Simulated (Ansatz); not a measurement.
**CH7AlSSi2: a ladder of functionals and wavefunction methods**

Aim: compute CH7AlSSi2 with functionals from several rungs and with coupled cluster, and see how far each lands from CCSD(T) at the basis-set limit for the atomisation energy.

Method: functionals in def2-TZVPP, the program's frozen cores in correlated methods; program: Ansatz 0.2.0, Gaussian basis.

The runs, in order: PBE-D4, r2SCAN-D4, PBE0-D4, B3LYP-D4, ωB97X-V, ωB97M-V, B2PLYP; CCSD(T)/def2-TZVPP; MP2/def2-QZVPP; extrapolation to the limit.

### Step 1. The relaxed structure

All runs share one geometry, relaxed beforehand with PBE0-D4 in a triple-zeta def2 set.

12 atoms, charge 0, spin multiplicity 1.

Atoms are counted from 1 here; the program's logs count them from 0.

Bond lengths: Si1–S2 2.162 Å, Si1–H6 1.483 Å, Si1–H7 1.483 Å, Si1–H8 1.483 Å, S2–C3 1.842 Å, S2–Al4 2.397 Å, C3–Al4 1.983 Å, C3–Si5 1.906 Å, C3–H9 1.087 Å, Al4–Si5 2.323 Å, Al4–H10 1.576 Å, Si5–H11 1.489 Å, Si5–H12 1.493 Å. Angles: S2–Si1–H6 107.5°, S2–Si1–H7 108.6°, S2–Si1–H8 108.3°, H6–Si1–H7 111.9°, H6–Si1–H8 110.2°, H7–Si1–H8 110.3°, Si1–S2–C3 99.0°, Si1–S2–Al4 97.1°, C3–S2–Al4 53.9°, S2–C3–Al4 77.5°, S2–C3–Si5 105.2°, S2–C3–H9 113.2°, Al4–C3–Si5 73.4°, Al4–C3–H9 149.1°, Si5–C3–H9 126.4°, S2–Al4–C3 48.6°, S2–Al4–Si5 78.2°, S2–Al4–H10 119.0° and more.

### Step 2. PBE-D4 (GGA)

File in.yaml:

```yaml
crystal:
  periodic: [false, false, false]
  atoms:
    - {symbol: Si, position_ang: [-1.836833, -0.259758, 1.331756]}
    - {symbol: S, position_ang: [-0.086702, 0.907879, 0.833438]}
    - {symbol: C, position_ang: [0.888116, -0.389623, -0.037036]}
    - {symbol: Al, position_ang: [-0.102405, 0.471714, -1.523121]}
    - {symbol: Si, position_ang: [2.175158, 0.561031, -1.072380]}
    - {symbol: H, position_ang: [-2.859462, 0.674583, 1.862762]}
    - {symbol: H, position_ang: [-2.306366, -0.954950, 0.108257]}
    - {symbol: H, position_ang: [-1.457883, -1.248158, 2.370756]}
    - {symbol: H, position_ang: [1.073236, -1.268642, 0.574309]}
    - {symbol: H, position_ang: [-1.486445, 0.335103, -2.265473]}
    - {symbol: H, position_ang: [3.029314, -0.446242, -1.759635]}
    - {symbol: H, position_ang: [3.047373, 1.561963, -0.389635]}
basis:
  gaussian: {orbitals: def2-TZVPP}
hamiltonian: {xc: pbe, dispersion: d4}
output: {forces: true, orbitals: {seedname: orbitals}}
```

Launch:

```bash
$ ansatz run in.yaml --threads 4 --pin off --events-out ev --progress --plain --max-ram 10444MiB
```

After this run come: r2SCAN-D4 (meta-GGA); PBE0-D4 (hybrid); B3LYP-D4 (hybrid); ωB97X-V (range-separated); ωB97M-V (range-separated); B2PLYP (double hybrid); CCSD(T) in def2-TZVPP; MP2 in def2-QZVPP.

**Question.** What will the summary of the whole plan be? Wanted: atomisation energy, CCSD(T)/CBS; farthest; mean size of error, hybrid; mean size of error, range-separated; gap, smallest and largest; T1 diagnostic; triples share of the correlation energy.

The runs gave:

| quantity | value |
| --- | --- |
| atomisation energy, CCSD(T)/CBS | 3628.3 kJ/mol |
| functionals within 18.1 kJ/mol (0.5 %) | PBE-D4, PBE0-D4, ωB97M-V |
| farthest | B2PLYP (-81.2 kJ/mol) |
| mean size of error, hybrid | 22.8 kJ/mol |
| mean size of error, range-separated | 17.2 kJ/mol |
| gap, smallest and largest | 3.60 eV (PBE-D4), 9.45 eV (ωB97X-V) |
| T1 diagnostic | 0.0140 |
| triples share of the correlation energy | 4.6 % |

In words: PBE-D4 is off by +11.6 kJ/mol. Double hybrids carry the basis error of their MP2 part in triple zeta, and no dispersion term here, so their miss is partly the set-up's. The reference freezes the cores and leaves out relativity and excitations past (T), so misses under about 18.1 kJ/mol can't be ranked. Hartree-Fock recovers 72 % of the binding; the rest is correlation. The gap grows from 3.6 to 9.5 eV across the functionals, mostly with the share of exact exchange.
